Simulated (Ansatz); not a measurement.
# C₂H₇BFGaS: basis-set convergence

An exercise on one series of results from a longer session: the logs are not shown, and one member is left open.

Computed with Ansatz 0.2.0, Gaussian basis. Level: one geometry, several basis sets.

The runs, in order: PBE0-D4/def2-SVP; ωB97M-V/def2-SVP; PBE0-D4/def2-QZVPP; ωB97M-V/def2-QZVPP; the functionals' def2-TZVPP values are taken from earlier runs.

## The relaxed structure

The geometry comes from an earlier relaxation with PBE0-D4 in a triple-zeta def2 set; it is a stationary point, not always the lowest conformer.

SMILES `BS[C](C)(F)[GaH2]`, 13 atoms, charge 0, spin multiplicity 1.

Atoms are counted from 1 here; the program's logs count them from 0.

Bond lengths: B1–S2 1.765 Å, B1–H7 1.190 Å, B1–H8 1.191 Å, S2–C3 1.860 Å, C3–C4 1.499 Å, C3–F5 1.386 Å, C3–Ga6 2.003 Å, C4–H9 1.089 Å, C4–H10 1.093 Å, C4–H11 1.094 Å, Ga6–H12 1.565 Å, Ga6–H13 1.560 Å. Angles: S2–B1–H7 122.7°, S2–B1–H8 114.6°, H7–B1–H8 122.7°, B1–S2–C3 106.6°, S2–C3–C4 113.8°, S2–C3–F5 104.1°, S2–C3–Ga6 90.7°, C4–C3–F5 108.9°, C4–C3–Ga6 123.4°, F5–C3–Ga6 113.3°, C3–C4–H9 110.9°, C3–C4–H10 109.2°, C3–C4–H11 110.9°, H9–C4–H10 108.2°, H9–C4–H11 109.1°, H10–C4–H11 108.6°, C3–Ga6–H12 116.5°, C3–Ga6–H13 117.7° and more.

Set-up of the first run:

in.yaml

```yaml
crystal:
  periodic: [false, false, false]
  atoms:
    - {symbol: B, position_ang: [0.355184, -1.904360, 0.762343]}
    - {symbol: S, position_ang: [1.461392, -0.576804, 0.401329]}
    - {symbol: C, position_ang: [0.442119, 0.764298, -0.387410]}
    - {symbol: C, position_ang: [-0.346581, 0.304083, -1.576404]}
    - {symbol: F, position_ang: [1.377339, 1.697857, -0.804204]}
    - {symbol: Ga, position_ang: [-0.387961, 1.209096, 1.380291]}
    - {symbol: H, position_ang: [-0.786371, -1.898263, 0.427180]}
    - {symbol: H, position_ang: [0.845568, -2.811345, 1.358987]}
    - {symbol: H, position_ang: [-1.070027, -0.458791, -1.290665]}
    - {symbol: H, position_ang: [-0.893788, 1.152679, -1.994430]}
    - {symbol: H, position_ang: [0.312665, -0.100726, -2.350297]}
    - {symbol: H, position_ang: [-1.680331, 0.415246, 1.765183]}
    - {symbol: H, position_ang: [0.370772, 2.207020, 2.308085]}
basis:
  gaussian: {orbitals: def2-SVP}
hamiltonian: {xc: pbe0, dispersion: d4}
output: {orbitals: {seedname: orbitals}}
```

Started as:

```
> ansatz run in.yaml --threads 2 --pin off --events-out ev --progress --plain --max-ram 22528MiB --backend cpu
```

Steps of the session up to this table: PBE0-D4 in def2-SVP; ωB97M-V in def2-SVP; PBE0-D4 in def2-QZVPP; ωB97M-V in def2-QZVPP.

One of the session's tables, all rows but one given; the rest of the session is left out.

It belongs to the step «Density functionals: the series». 

| functional | basis | HOMO (eV) | LUMO (eV) |
| --- | --- | --- | --- |
| PBE0-D4 | def2-SVP | -7.30 | -1.55 |
| PBE0-D4 | def2-TZVPP | -7.31 | -1.62 |
| PBE0-D4 | def2-QZVPP | -7.33 | -1.64 |
| ωB97M-V | def2-SVP | ? | ? |
| ωB97M-V | def2-TZVPP | -9.43 | 0.25 |
| ωB97M-V | def2-QZVPP | -9.44 | 0.10 |

Estimate the missing values for ωB97M-V, def2-SVP.

As computed: HOMO (eV): -9.38; LUMO (eV): 0.37. In the column «HOMO (eV)» it lies between ωB97M-V, def2-TZVPP (-9.43) and PBE0-D4, def2-QZVPP (-7.33).
